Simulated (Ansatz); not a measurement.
**FH3O4W: small, medium and large basis sets**

One table from this session's results is given with a row withheld; the runs are named, their logs left out.

Program: Ansatz 0.2.0, Gaussian basis. Level of theory: one geometry, several basis sets. These are calculated values, not measurements.

Plan: PBE0-D4/def2-SVP; ωB97M-V/def2-SVP; PBE0-D4/def2-QZVPP; ωB97M-V/def2-QZVPP; the functionals' def2-TZVPP values are taken from earlier runs.

## The geometry

The geometry comes from an earlier relaxation with PBE0-D4 in a triple-zeta def2 set; it is a stationary point, not always the lowest conformer. W takes the def2 core potential; no spin-orbit term is included.

SMILES `[O]=[W]([OH])([OH])([OH])[F]`, 9 atoms, charge 0, spin multiplicity 1.

Atoms are counted from 1 here; the program's logs count them from 0.

Bond lengths: O1–W2 1.686 Å, W2–O3 1.892 Å, W2–O4 1.866 Å, W2–O5 1.892 Å, W2–F6 1.922 Å, O3–H7 0.961 Å, O4–H8 0.959 Å, O5–H9 0.961 Å. Angles: O1–W2–O3 108.6°, O1–W2–O4 103.5°, O1–W2–O5 108.6°, O1–W2–F6 100.9°, O3–W2–O4 90.8°, O3–W2–O5 141.2°, O3–W2–F6 81.4°, O4–W2–O5 90.8°, O4–W2–F6 155.6°, O5–W2–F6 81.4°, W2–O3–H7 119.5°, W2–O4–H8 129.1°, W2–O5–H9 119.5°.

The first run:

Input file in.yaml:

```yaml
crystal:
  periodic: [false, false, false]
  atoms:
    - {symbol: O, position_ang: [0.192927, -0.699561, 1.743200]}
    - {symbol: W, position_ang: [0.032451, -0.073172, 0.186359]}
    - {symbol: O, position_ang: [1.624804, -0.425159, -0.772810]}
    - {symbol: O, position_ang: [-0.856209, -1.428470, -0.739094]}
    - {symbol: O, position_ang: [-1.513375, 1.016181, 0.130382]}
    - {symbol: F, position_ang: [0.879399, 1.639191, 0.396142]}
    - {symbol: H, position_ang: [2.313469, 0.243738, -0.808859]}
    - {symbol: H, position_ang: [-1.154432, -2.282415, -0.420553]}
    - {symbol: H, position_ang: [-1.430533, 1.963366, 0.268033]}
basis:
  gaussian: {orbitals: def2-SVP}
hamiltonian: {xc: pbe0, dispersion: d4}
output: {orbitals: {seedname: orbitals}}
```

The run is started by

```
$ ansatz run in.yaml --threads 4 --pin off --events-out ev --progress --plain --max-ram 11315MiB
```

Steps of the session up to this table: PBE0-D4 in def2-SVP; ωB97M-V in def2-SVP; PBE0-D4 in def2-QZVPP; ωB97M-V in def2-QZVPP.

One of the session's tables, all rows but one given; the rest of the session is left out.

It belongs to the step «Functionals by basis». 

| functional | basis | HOMO (eV) | LUMO (eV) |
| --- | --- | --- | --- |
| PBE0-D4 | def2-SVP | -9.44 | -2.76 |
| PBE0-D4 | def2-TZVPP | ? | ? |
| PBE0-D4 | def2-QZVPP | -9.60 | -2.78 |
| ωB97M-V | def2-SVP | -11.86 | -0.56 |
| ωB97M-V | def2-TZVPP | -11.96 | -0.54 |
| ωB97M-V | def2-QZVPP | -12.01 | -0.61 |

**Question.** Estimate the row for PBE0-D4, def2-TZVPP.

The run gave: HOMO (eV): -9.56; LUMO (eV): -2.73. In the column «HOMO (eV)» it lies between PBE0-D4, def2-QZVPP (-9.60) and PBE0-D4, def2-SVP (-9.44).
